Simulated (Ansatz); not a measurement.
# Ti2B2Os: the cost of one run

Method: DFT PBE, scalar-relativistic, plane waves, PAW, in Ansatz 0.2.0.

## (1) Starting point

Symmetry: P-6m2, No. 187, hexagonal system. The conventional cell has a = 4.502 Å, b = 4.502 Å, c = 4.110 Å, α = 90.00°, β = 90.00°, γ = 120.00°. Ti (site symmetry -6m2) has 2 Ti at 2.05 Å and 3 Os at 2.60 Å in its first shell of neighbours. Ti (site symmetry -6m2) has 2 Ti at 2.05 Å in its first shell of neighbours. B (site symmetry 3m) is surrounded by 2 B at 1.99 to 2.12 Å and 6 Ti at 2.78 to 2.81 Å and 3 Os at 2.81 Å. Os (site symmetry -6m2) has 3 Ti at 2.60 Å and 6 B at 2.81 Å in its first shell of neighbours.

As a file:

```
CELL_PARAMETERS angstrom
4.50194 0.00000 0.00000
-2.25097 3.89879 0.00000
0.00000 0.00000 4.11000
ATOMIC_POSITIONS crystal
Ti 0.66667 0.33333 0.00000
Ti 0.66667 0.33333 0.50000
B 0.00000 0.00000 0.25838
B 0.00000 0.00000 0.74162
Os 0.33333 0.66667 0.00000
```

A structure generator made this guess: random cell by space group and Wyckoff sites (P-6m2, No. 187). Its size is a rough estimate.

## (2) A first look at the guess

Input file input.yaml:

```yaml
crystal:
  lattice:
    - [4.50193945, 0.0, 0.0]
    - [-2.25096972, 3.89879393, 0.0]
    - [0.0, 0.0, 4.10999915]
  atoms:
    - { symbol: Ti, position: [0.66666667, 0.33333333, 0.0] }
    - { symbol: Ti, position: [0.66666667, 0.33333333, 0.5] }
    - { symbol: B, position: [0.0, 0.0, 0.25838038] }
    - { symbol: B, position: [0.0, 0.0, 0.74161962] }
    - { symbol: Os, position: [0.33333333, 0.66666667, 0.0] }
basis:
  ecutwfc: 420
kpoints:
  mp_grid: { grid: [6, 6, 4] }
hamiltonian:
  xc: pbe
scf:
  occupations: { method: gaussian, width: 0.1 }
  lower_state_search: "off"
output:
  forces: true
  stress: true
  eigenvalues: true
```

Run with:

```bash
$ ansatz run input.yaml --threads 1 --pin off --max-ram 2560MiB --backend cpu --events-out ev --progress --plain --runs-dir out
```

What time and memory should one allow on 1 thread of Arm Neoverse N1, shared host?

About 7.3 s, with a peak of 0.32 GiB.
